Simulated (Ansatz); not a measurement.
# r2SCAN50-D4/aug-cc-pVDZ (accuracy low) run of SiH2O2F2 (SMILES O[Si](O)(F)F)

What is the energy change on altering one bond length of SiH2O2F2 at r2SCAN50-D4/aug-cc-pVDZ (accuracy low)? 

The calculation is run with Ansatz 0.2.0.

5 further runs of the same task are left out: 3 for a known fault of the program, 1 that didn't finish, 1 set aside as unsound or not needed.

## Step 1: The molecule

SiH2O2F2: 7 atoms, total charge 0, spin state singlet. As SMILES, `O[Si](O)(F)F`. Geometry: relaxed at PBE0-D4/def2-TZVP. This is one conformer, not always the lowest.

Bond lengths: O1–Si2 1.609 Å, Si2–O3 1.609 Å, Si2–F4 1.583 Å, Si2–F5 1.583 Å, O1–H6 0.957 Å, O3–H7 0.957 Å. Angles: O1–Si2–O3 107.3°, O1–Si2–F4 112.2°, O1–Si2–F5 110.1°, O3–Si2–F4 110.1°, O3–Si2–F5 112.2°, F4–Si2–F5 104.9°, Si2–O1–H6 118.9°, Si2–O3–H7 118.9°.

## Step 2: Energy and forces at r2SCAN50-D4/aug-cc-pVDZ (accuracy low)

Input file job.yaml:

```yaml
basis:
  gaussian:
    orbitals: aug-cc-pVDZ
crystal:
  periodic: [false, false, false]
  atoms:
    - {symbol: O, position_ang: [-1.123000, 0.443800, 0.890500]}
    - {symbol: Si, position_ang: [-0.011100, -0.018100, -0.177300]}
    - {symbol: O, position_ang: [1.321200, -0.386600, 0.646700]}
    - {symbol: F, position_ang: [-0.483500, -1.262700, -1.033600]}
    - {symbol: F, position_ang: [0.238000, 1.131800, -1.236100]}
    - {symbol: H, position_ang: [-1.829300, 1.022300, 0.602200]}
    - {symbol: H, position_ang: [1.948900, -0.998500, 0.262000]}
hamiltonian:
  xc: {name: r2SCAN50}
  dispersion: d4
accuracy: low
output: {forces: true, orbitals: {seedname: orbitals}}
```

Run with:

```console
$ ansatz run job.yaml --threads 1 --pin off --max-ram 2610MiB --events-out events.jsonl --progress --plain --runs-dir runs
```

Output:

```text
Warning: RAYON_NUM_THREADS=1 ignored (pool sized by the plan → 1); use --threads N
Functional definition: r2SCAN50
  name "r2SCAN50"
  parameter a = 0.5
  parameter k0 = 0.174
  parameter k1 = 0.065
  parameter a1 = 4.9479
  exchange = (1 - a)*r2scan_x(k0 = k0, k1 = k1, a1 = a1) + a*exact_x
  correlation = r2scan_c
1302 factors; integrals over basis functions are off by at most 6.7e-4 eV
mean field evaluation 1: about -17430.7754 eV, gradient 6.6e1 eV
mean field evaluation 2: about -17430.4507 eV, gradient 6.6e1 eV
mean field evaluation 4: about -17437.4411 eV, gradient 1.9e0 eV
mean field evaluation 8: about -17437.7053 eV, gradient 3.3e-1 eV
mean field evaluation 16: about -17437.7055 eV, gradient 1.6e-5 eV
mean field -17437.70552390 eV, -640.8238583019 hartree, gradient 1.6e-5 eV, S^2 0.000000; 0 other end points of the search recorded, 0 dependent functions left out
the calculation of the forces begins
reference -17437.70553446 eV, -640.8238586900 hartree; 25, 25 occupied and 112, 112 virtual orbitals, 1302 factors
Total energy: -17437.74394852 eV, -640.8252703806 hartree
Atom 0 at    -1.123000     0.443800     0.890500 Å, force    -0.803124     0.482357     0.264555 eV/Å
Atom 1 at    -0.011100    -0.018100    -0.177300 Å, force     0.022087     0.009035     0.199361 eV/Å
Atom 2 at     1.321200    -0.386600     0.646700 Å, force     0.844545    -0.459278     0.121607 eV/Å
Atom 3 at    -0.483500    -1.262700    -1.033600 Å, force    -0.190427    -0.528231    -0.413569 eV/Å
Atom 4 at     0.238000     1.131800    -1.236100 Å, force     0.084939     0.483707    -0.495706 eV/Å
Atom 5 at    -1.829300     1.022300     0.602200 Å, force     0.381365    -0.300641     0.136219 eV/Å
Atom 6 at     1.948900    -0.998500     0.262000 Å, force    -0.339385     0.313050     0.187534 eV/Å
Dipole moment:    -0.004152    -0.001773    -0.035955 e Å
```

It took 11 s on 1 thread of Intel Xeon Platinum 8488C (Sapphire Rapids), shared host; peak memory 0.35 GiB.

## Step 3: The distorted shape

Changes to job.yaml since step 2:

```diff
@@ -6,3 +6,3 @@
   atoms:
-    - {symbol: O, position_ang: [-1.123000, 0.443800, 0.890500]}
+    - {symbol: O, position_ang: [-1.234164, 0.489979, 0.997255]}
     - {symbol: Si, position_ang: [-0.011100, -0.018100, -0.177300]}
@@ -11,3 +11,3 @@
     - {symbol: F, position_ang: [0.238000, 1.131800, -1.236100]}
-    - {symbol: H, position_ang: [-1.829300, 1.022300, 0.602200]}
+    - {symbol: H, position_ang: [-1.940464, 1.068479, 0.708955]}
     - {symbol: H, position_ang: [1.948900, -0.998500, 0.262000]}
```

Run with:

```console
$ ansatz run job.yaml --threads 1 --pin off --max-ram 2610MiB --events-out events.jsonl --progress --plain --runs-dir runs
```

Output:

```text
Warning: RAYON_NUM_THREADS=1 ignored (pool sized by the plan → 1); use --threads N
Functional definition: r2SCAN50
  name "r2SCAN50"
  parameter a = 0.5
  parameter k0 = 0.174
  parameter k1 = 0.065
  parameter a1 = 4.9479
  exchange = (1 - a)*r2scan_x(k0 = k0, k1 = k1, a1 = a1) + a*exact_x
  correlation = r2scan_c
1302 factors; integrals over basis functions are off by at most 6.9e-4 eV
mean field evaluation 1: about -17430.3538 eV, gradient 6.6e1 eV
mean field evaluation 2: about -17429.3634 eV, gradient 6.9e1 eV
mean field evaluation 4: about -17437.1379 eV, gradient 2.0e0 eV
mean field evaluation 8: about -17437.3960 eV, gradient 3.7e-1 eV
mean field evaluation 16: about -17437.3963 eV, gradient 7.7e-5 eV
mean field -17437.39627076 eV, -640.8124934587 hartree, gradient 2.8e-5 eV, S^2 0.000000; 0 other end points of the search recorded, 0 dependent functions left out
the calculation of the forces begins
reference -17437.39628137 eV, -640.8124938486 hartree; 25, 25 occupied and 112, 112 virtual orbitals, 1302 factors
Total energy: -17437.43443294 eV, -640.8138958931 hartree
Atom 0 at    -1.234164     0.489979     0.997255 Å, force     2.268781    -0.945519    -2.198231 eV/Å
Atom 1 at    -0.011100    -0.018100    -0.177300 Å, force    -2.796732     1.267029     2.600461 eV/Å
Atom 2 at     1.321200    -0.386600     0.646700 Å, force     0.639893    -0.331080     0.198613 eV/Å
Atom 3 at    -0.483500    -1.262700    -1.033600 Å, force    -0.250308    -0.415341    -0.261040 eV/Å
Atom 4 at     0.238000     1.131800    -1.236100 Å, force     0.006097     0.423608    -0.324969 eV/Å
Atom 5 at    -1.940464     1.068479     0.708955 Å, force     0.472709    -0.273375    -0.180715 eV/Å
Atom 6 at     1.948900    -0.998500     0.262000 Å, force    -0.340441     0.274678     0.165881 eV/Å
Dipole moment:     0.096922    -0.047966    -0.111220 e Å
```

Wall time 9 s (1 thread of Intel Xeon Platinum 8488C (Sapphire Rapids), shared host); peak memory 0.35 GiB.

## Step 4: What came out

Level: r2SCAN50-D4/aug-cc-pVDZ (accuracy low).

```
                                                          quantity          value
                                         first shape: total energy  -640.82527 Eh
                                        first shape: dipole moment         0.17 D
                                          first shape: HOMO energy      -12.27 eV
                                          first shape: LUMO energy        0.16 eV
                                        first shape: HOMO–LUMO gap       12.43 eV
                                    first shape: dispersion energy   -3.71 kJ/mol
                             first shape: largest force on an atom     0.973 eV/Å
                                     distorted shape: total energy  -640.81390 Eh
                                    distorted shape: dipole moment         0.75 D
                                      distorted shape: HOMO energy      -11.71 eV
                                      distorted shape: LUMO energy        0.07 eV
                                    distorted shape: HOMO–LUMO gap       11.78 eV
                                distorted shape: dispersion energy   -3.68 kJ/mol
                         distorted shape: largest force on an atom     4.024 eV/Å
energy change with the O1–Si2 bond stretched from 1.609 to 1.770 Å       0.310 eV
```

**Reading.** With the O1–Si2 bond stretched from 1.609 to 1.770 Å the energy rises by 0.31 eV (29.9 kJ/mol). The first shape isn't relaxed at this level, so the change isn't measured from a minimum. The largest force (first shape) is 0.97 eV/Å: the shape isn't a stationary point for this species at this level. The accuracy setting (first shape) is loose, so the last digits carry no meaning. The accuracy setting (distorted shape) is loose, so the last digits carry no meaning.
